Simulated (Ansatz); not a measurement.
Predict the output of the script below (the Python package of Ansatz (0.2.0)).

Script `plan_homg2.py`:
```python
"""What the engine would do for HoMg2, without solving."""

import warnings

import ansatz
from pymatgen.core import Lattice, Structure
from pymatgen.io.ase import AseAtomsAdaptor

XC = "lda"
K_SPACING = 0.26
SCF_TOL = 1e-08


def main() -> None:
    warnings.simplefilter("ignore", ansatz.DeckWarning)

    pmg_structure = Structure(
        Lattice([(5.20321, 0.0, 0.0), (-2.60161, 4.50611, 0.0), (0.0, 0.0, 3.2548)]),
        ["Ho", "Mg", "Mg"],
        [
            (0.0, 0.0, 0.5),
            (2 / 3, 1 / 3, 0.0),
            (1 / 3, 2 / 3, 0.0),
        ],
    )
    cell = ansatz.Crystal.from_ase(AseAtomsAdaptor.get_atoms(pmg_structure)).moments(Ho=2.8)

    calculation = (
        cell.calculation()
        .functional(XC)
        .kpoints(spacing=K_SPACING)
        .occupations(ansatz.OccupationsMethod.FERMI_DIRAC)
        .spin(ansatz.SpinTreatment.COLLINEAR)
        .scf(tolerance=SCF_TOL)
    )
    session = calculation.session()
    print("features:", ", ".join(session.active_features))
    print("SCF threshold (eV):", session.dr2_threshold)
    planned = session.plan(dry_run=True)
    told = planned.describe()
    for name in ("ecut_ev", "ecutrho_ev", "n_bands", "nominal_top_band", "n_pw_range", "fft_dense", "fft_smooth", "n_sym_ops", "cell_volume_ang3"):
        print(f"{name:18s} {told[name]}")
    for notice in planned.prep()["deck_notices"]:
        print("resolved:", notice["kind"])


if __name__ == "__main__":
    main()
```

```console
$ python plan_homg2.py
features: AnyPaw, Paw, LdaXc, FractionalOccupations, CollinearSpin
SCF threshold (eV): 1e-08
ecut_ev            420.0
ecutrho_ev         1680.0
n_bands            27
nominal_top_band   21
n_pw_range         [1468, 1517]
fft_dense          [36, 36, 24]
fft_smooth         [36, 36, 24]
n_sym_ops          24
cell_volume_ang3   76.31281092837268
resolved: structure_snapped_to_symmetry_deviation_below_warning_threshold
resolved: cutoff_auto_derived
resolved: cutoff_auto_derived
resolved: n_bands_auto_derived
resolved: mixing_algorithm_auto_resolved
resolved: open_shell_even_start
resolved: check_enabled
```

The structure comes from a database and needn't be a stable phase.
